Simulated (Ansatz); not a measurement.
# Cu30CO2: the cost of one run

Program: Ansatz 0.2.0. Level of theory: DFT PBE, scalar-relativistic, plane waves, PAW. These are calculated values, not measurements.

1 further run of the same task is left out (it didn't finish).

## 1. Starting point

The structure is triclinic, space group P1 (No. 1). The conventional cell has a = 7.230 Å, b = 7.669 Å, c = 22.112 Å, α = 90.00°, β = 90.00°, γ = 90.00°. Cu (site symmetry 1) is surrounded by 7 Cu at 2.56 Å. Cu (site symmetry 1) is surrounded by 11 Cu at 2.56 Å. Only part of the 33 independent sites is listed.

As a file:

```
Cu C O
1.0
     7.23000    0.00000    0.00000
     0.00000    7.66857    0.00000
     0.00000    0.00000   22.11238
Cu C O
30 1 2
Direct
  0.00000 0.00000 0.38440
  0.50000 0.00000 0.38440
  0.00000 0.33333 0.38440
  0.50000 0.33333 0.38440
  0.00000 0.66667 0.38440
  0.50000 0.66667 0.38440
  0.25000 0.16667 0.44220
  0.75000 0.16667 0.44220
  0.25000 0.50000 0.44220
  0.75000 0.50000 0.44220
  0.25000 0.83333 0.44220
  0.75000 0.83333 0.44220
  0.00000 0.00000 0.50000
  0.50000 0.00000 0.50000
  0.00000 0.33333 0.50000
  0.50000 0.33333 0.50000
  0.00000 0.66667 0.50000
  0.50000 0.66667 0.50000
  0.25000 0.16667 0.55780
  0.75000 0.16667 0.55780
  0.25000 0.50000 0.55780
  0.75000 0.50000 0.55780
  0.25000 0.83333 0.55780
  0.75000 0.83333 0.55780
  0.00000 0.00000 0.61560
  0.50000 0.00000 0.61560
  0.00000 0.33333 0.61560
  0.50000 0.33333 0.61560
  0.00000 0.66667 0.61560
  0.50000 0.66667 0.61560
  0.02766 0.50000 0.76484
  0.02766 0.34743 0.76936
  0.02766 0.65257 0.76032
```

## 2. Relaxing the atoms: Cu30CO2 slab, no spin

Contents of input.yaml:

```yaml
crystal:
  lattice:
    - [7.23, 0.0, 0.0]
    - [0.0, 7.668573042, 0.0]
    - [0.0, 0.0, 22.112382028]
  atoms:
    - { symbol: Cu, position: [0.0, 0.0, 0.3844000158] }
    - { symbol: Cu, position: [0.5, 0.0, 0.3844000158] }
    - { symbol: Cu, position: [0.0, 0.3333333333, 0.3844000158] }
    - { symbol: Cu, position: [0.5, 0.3333333333, 0.3844000158] }
    - { symbol: Cu, position: [0.0, 0.6666666667, 0.3844000158] }
    - { symbol: Cu, position: [0.5, 0.6666666667, 0.3844000158] }
    - { symbol: Cu, position: [0.25, 0.1666666667, 0.4422000079] }
    - { symbol: Cu, position: [0.75, 0.1666666667, 0.4422000079] }
    - { symbol: Cu, position: [0.25, 0.5, 0.4422000079] }
    - { symbol: Cu, position: [0.75, 0.5, 0.4422000079] }
    - { symbol: Cu, position: [0.25, 0.8333333333, 0.4422000079] }
    - { symbol: Cu, position: [0.75, 0.8333333333, 0.4422000079] }
    - { symbol: Cu, position: [0.0, 0.0, 0.5] }
    - { symbol: Cu, position: [0.5, 0.0, 0.5] }
    - { symbol: Cu, position: [0.0, 0.3333333333, 0.5] }
    - { symbol: Cu, position: [0.5, 0.3333333333, 0.5] }
    - { symbol: Cu, position: [0.0, 0.6666666667, 0.5] }
    - { symbol: Cu, position: [0.5, 0.6666666667, 0.5] }
    - { symbol: Cu, position: [0.25, 0.1666666667, 0.5577999921] }
    - { symbol: Cu, position: [0.75, 0.1666666667, 0.5577999921] }
    - { symbol: Cu, position: [0.25, 0.5, 0.5577999921] }
    - { symbol: Cu, position: [0.75, 0.5, 0.5577999921] }
    - { symbol: Cu, position: [0.25, 0.8333333333, 0.5577999921] }
    - { symbol: Cu, position: [0.75, 0.8333333333, 0.5577999921] }
    - { symbol: Cu, position: [0.0, 0.0, 0.6155999842] }
    - { symbol: Cu, position: [0.5, 0.0, 0.6155999842] }
    - { symbol: Cu, position: [0.0, 0.3333333333, 0.6155999842] }
    - { symbol: Cu, position: [0.5, 0.3333333333, 0.6155999842] }
    - { symbol: Cu, position: [0.0, 0.6666666667, 0.6155999842] }
    - { symbol: Cu, position: [0.5, 0.6666666667, 0.6155999842] }
    - { symbol: C, position: [0.0276625173, 0.5, 0.7648376374] }
    - { symbol: O, position: [0.0276625173, 0.3474292422, 0.7693599905] }
    - { symbol: O, position: [0.0276625173, 0.6525707578, 0.7603152843] }
scf:
  occupations: { method: gaussian, width: 0.1 }
output:
  forces: true
  write_density: true
  write_potential: true
  elf: true
  volumetric_format: npy
hamiltonian:
  xc: pbe
kpoints:
  mp_grid: { grid: [4, 4, 1] }
efield:
  axis: 3
  dipole_correction: true
relax:
  f_tol: 0.03
  max_steps: 30
  constraints: [{ sites: [0, 1, 2, 3, 4, 5, 6, 7, 8, 9, 10, 11] }]
```

The run is started by

```sh
$ ansatz run input.yaml --threads 8 --pin off --max-ram 24576MiB --backend cpu --events-out ev --progress --plain --runs-dir out
```

What time and memory should one allow on 8 threads of Intel Xeon Platinum 8375C at 2.90GHz (Ice Lake), shared host?

About 5 min, with a peak of 16 GiB.
